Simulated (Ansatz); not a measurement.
# One shape, several levels: GeH2O2 (SMILES [OH][Ge][OH])

Aim: a comparison of 6 runs (HF/STO-3G, HF/3-21G, B3LYP/6-31G*, CAM-B3LYP/def2-SVPD, PBE0/def2-SVPD, MP2/def2-SVPD) of GeH2O2. 

The calculation is run with Ansatz 0.2.0.

51 further runs of the same task are left out: 51 set aside as unsound or not needed.

### 1 The molecule

GeH2O2: 5 atoms, total charge 0, spin state singlet. SMILES: `[OH][Ge][OH]`. One bond was lengthened or shortened from a relaxed shape.

Bond lengths: O1–Ge2 1.790 Å, Ge2–O3 1.790 Å, O1–H4 0.961 Å, O3–H5 1.105 Å. Angles: O1–Ge2–O3 102.4°, Ge2–O1–H4 118.8°, Ge2–O3–H5 118.8°.

### 2 The energy at HF/STO-3G (run 1)

File molecule.yaml:

```yaml
crystal:
  periodic: [false, false, false]
  atoms:
    - {symbol: O, position_ang: [-1.353672, -0.197801, -0.272710]}
    - {symbol: Ge, position_ang: [-0.329072, -0.994101, 0.959990]}
    - {symbol: O, position_ang: [1.269228, -0.240601, 0.674890]}
    - {symbol: H, position_ang: [-0.953572, 0.452499, -0.856810]}
    - {symbol: H, position_ang: [1.366400, 0.513200, -0.127900]}
basis:
  gaussian: {orbitals: STO-3G}
hamiltonian: {xc: hf}
accuracy: high
output: {orbitals: {seedname: orbitals}}
```

The run is started by

```
$ ansatz run molecule.yaml --threads 1 --pin off --max-ram 3480MiB --events-out events.jsonl --progress --plain --runs-dir runs
```

The log of the run:

```text
Warning: RAYON_NUM_THREADS=1 ignored (pool sized by the plan → 1); use --threads N
Functional definition: HF
  name "HF"
  exchange = exact_x
  correlation = 0
477 factors; integrals over basis functions are off by at most 3.8e-9 eV
mean field evaluation 1: about -59877.7860 eV, gradient 2.7e1 eV
mean field evaluation 2: about -59877.8756 eV, gradient 2.7e1 eV
mean field evaluation 4: about -59880.6796 eV, gradient 1.5e0 eV
mean field evaluation 8: about -59880.6933 eV, gradient 3.8e-2 eV
mean field -59880.69334357 eV, -2200.5748917845 hartree, gradient 2.1e-8 eV, S^2 0.000000; 0 other end points of the search recorded, 0 dependent functions left out
reference -59880.69334357 eV, -2200.5748917845 hartree; 25, 25 occupied and 5, 5 virtual orbitals, 477 factors
Total energy: -59880.69334357 eV, -2200.5748917845 hartree
```

Wall time 0.18 s (1 thread of Intel Xeon 6975P-C (Granite Rapids), shared host).

### 3 The energy at HF/3-21G (run 2)

molecule.yaml: that of step 2 with these lines changed.

```diff
@@ -9,3 +9,3 @@
 basis:
-  gaussian: {orbitals: STO-3G}
+  gaussian: {orbitals: 3-21G-spherical.json}
 hamiltonian: {xc: hf}
```

The basis set 3-21G is read from a file made from the Basis Set Exchange's data (not shown).

The run is started by

```
$ ansatz run molecule.yaml --threads 1 --pin off --max-ram 3480MiB --events-out events.jsonl --progress --plain --runs-dir runs
```

The log of the run:

```text
Warning: RAYON_NUM_THREADS=1 ignored (pool sized by the plan → 1); use --threads N
[... 4 set-up lines as earlier in the session ...]
759 factors; integrals over basis functions are off by at most 4.9e-9 eV
mean field evaluation 1: about -60281.4966 eV, gradient 4.4e1 eV
mean field evaluation 2: about -60281.6818 eV, gradient 4.5e1 eV
mean field evaluation 4: about -60285.3066 eV, gradient 1.9e0 eV
mean field evaluation 8: about -60285.3427 eV, gradient 3.1e-1 eV
mean field evaluation 16: about -60285.3432 eV, gradient 1.6e-8 eV
mean field -60285.34324416 eV, -2215.4455013497 hartree, gradient 5.6e-8 eV, S^2 0.000000; 0 other end points of the search recorded, 0 dependent functions left out
reference -60285.34324416 eV, -2215.4455013497 hartree; 25, 25 occupied and 19, 19 virtual orbitals, 759 factors
Total energy: -60285.34324416 eV, -2215.4455013497 hartree
```

It took 0.26 s on 1 thread of Intel Xeon 6975P-C (Granite Rapids), shared host.

Runs 3 to 4 aren't shown in full; the table further down has their settings and results.

### 4 The energy at PBE0/def2-SVPD (run 5)

File run.yaml:

```yaml
crystal:
  periodic: [false, false, false]
  atoms:
    - symbol: O
      position_ang: [-1.353672, -0.197801, -0.272710]
    - symbol: Ge
      position_ang: [-0.329072, -0.994101, 0.959990]
    - symbol: O
      position_ang: [1.269228, -0.240601, 0.674890]
    - symbol: H
      position_ang: [-0.953572, 0.452499, -0.856810]
    - symbol: H
      position_ang: [1.366400, 0.513200, -0.127900]
basis:
  gaussian:
    orbitals: def2-SVPD
hamiltonian:
  xc: pbe0
output:
  orbitals: {seedname: orbitals}
accuracy: high
```

The run is started by

```
$ ansatz run run.yaml --threads 1 --pin off --max-ram 3480MiB --events-out events.jsonl --progress --plain --runs-dir runs
```

The log of the run:

```text
Warning: RAYON_NUM_THREADS=1 ignored (pool sized by the plan → 1); use --threads N
Functional definition: PBE0
  name "PBE0"
  parameter a = 0.25
  parameter kappa = 0.804
  parameter beta = 0.06672455060314922
  exchange = (1 - a)*pbe_x(kappa = kappa, mu = beta*pi^2/3) + a*exact_x
  correlation = pbe_c(beta = beta)
1921 factors; integrals over basis functions are off by at most 4.4e-9 eV
mean field evaluation 1: about -60614.7739 eV, gradient 7.3e1 eV
mean field evaluation 2: about -60583.5557 eV, gradient 1.4e2 eV
mean field evaluation 4: about -60624.2562 eV, gradient 6.2e0 eV
mean field evaluation 8: about -60624.4044 eV, gradient 4.8e-1 eV
mean field evaluation 16: about -60624.4049 eV, gradient 2.2e-5 eV
mean field -60624.40486832 eV, -2227.9057862133 hartree, gradient 4.7e-8 eV, S^2 0.000000; 0 other end points of the search recorded, 0 dependent functions left out
reference -60624.40487072 eV, -2227.9057863015 hartree; 25, 25 occupied and 75, 75 virtual orbitals, 1921 factors
Total energy: -60624.40487072 eV, -2227.9057863015 hartree
```

Run time: 4.2 s. Hardware: 1 thread of Intel Xeon 6975P-C (Granite Rapids), shared host; peak memory 0.34 GiB.

### 5 A single-point energy at MP2/def2-SVPD (run 6)

File in.yaml:

```yaml
crystal:
  periodic: [false, false, false]
  atoms:
    - {symbol: O, position_ang: [-1.353672, -0.197801, -0.272710]}
    - {symbol: Ge, position_ang: [-0.329072, -0.994101, 0.959990]}
    - {symbol: O, position_ang: [1.269228, -0.240601, 0.674890]}
    - {symbol: H, position_ang: [-0.953572, 0.452499, -0.856810]}
    - {symbol: H, position_ang: [1.366400, 0.513200, -0.127900]}
basis:
  gaussian: {orbitals: def2-SVPD}
correlation: {method: mp2, frozen_orbitals: {Ge: 9, H: 0, O: 1}}
accuracy: high
```

The run is started by

```
$ ansatz run in.yaml --threads 1 --pin off --max-ram 3480MiB --events-out events.jsonl --progress --plain --runs-dir runs
```

The log of the run:

```text
Warning: RAYON_NUM_THREADS=1 ignored (pool sized by the plan → 1); use --threads N
[... 4 set-up lines as earlier in the session ...]
1921 factors; integrals over basis functions are off by at most 4.4e-9 eV
mean field evaluation 1: about -60565.6618 eV, gradient 4.8e1 eV
mean field evaluation 2: about -60565.6951 eV, gradient 4.8e1 eV
mean field evaluation 4: about -60570.1699 eV, gradient 2.7e0 eV
mean field evaluation 8: about -60570.2109 eV, gradient 1.1e-1 eV
mean field -60570.21096029 eV, -2225.9141968273 hartree, gradient 7.0e-8 eV, S^2 0.000000; 0 other end points of the search recorded, 0 dependent functions left out
11 core orbitals not correlated: weight in the atoms' cores, before any rotation towards them, 1.000 or more for the frozen orbitals, at most 0.000 for the correlated occupied ones
reference -60570.21096029 eV, -2225.9141968273 hartree; 14, 14 occupied and 75, 75 virtual orbitals, 1921 factors
second order -17.06442424 eV of doubles, -0.00000000 eV of singles
Total energy: -60587.27538454 eV, -2226.5413028514 hartree
```

It took 2.4 s on 1 thread of Intel Xeon 6975P-C (Granite Rapids), shared host; peak memory 0.3 GiB.

### 6 Overview of the runs

```
run                               level  frozen core orbitals   energy (Eh)  HOMO energy (eV)  LUMO energy (eV)  HOMO–LUMO gap (eV)  wall time
  1                           HF/STO-3G                     –  -2200.574892             -7.12              5.73               12.85     0.18 s
  2                            HF/3-21G                     –  -2215.445501             -9.96              1.77               11.73     0.26 s
  3  B3LYP/6-31G* (spherical functions)                     –  -2228.432540             -7.61             -1.54                6.06      2.3 s
  4                 CAM-B3LYP/def2-SVPD                     –  -2228.405352             -9.40             -0.59                8.80      4.5 s
  5                      PBE0/def2-SVPD                     –  -2227.905786             -8.01             -1.62                6.39      4.2 s
  6                       MP2/def2-SVPD                    11  -2226.541303                 –                 –                   –      2.4 s
```

### 7 Outcome

| quantity | value |
| --- | --- |
| run 6: total energy | -2226.54130 Eh |
| run 6: correlation energy (11 core orbitals frozen) | -627.1 mEh |

What this shows: Over runs 1, 2, 3, 4, 5 the HOMO–LUMO gap runs from 6.06 eV (B3LYP/6-31G*) to 12.85 eV (HF/STO-3G). The two ends differ in method and basis. Totals of different functionals can't be ranked against each other. In run 1 the basis is minimal, so the values are rough. All runs together took 14 s, the longest 4.5 s.
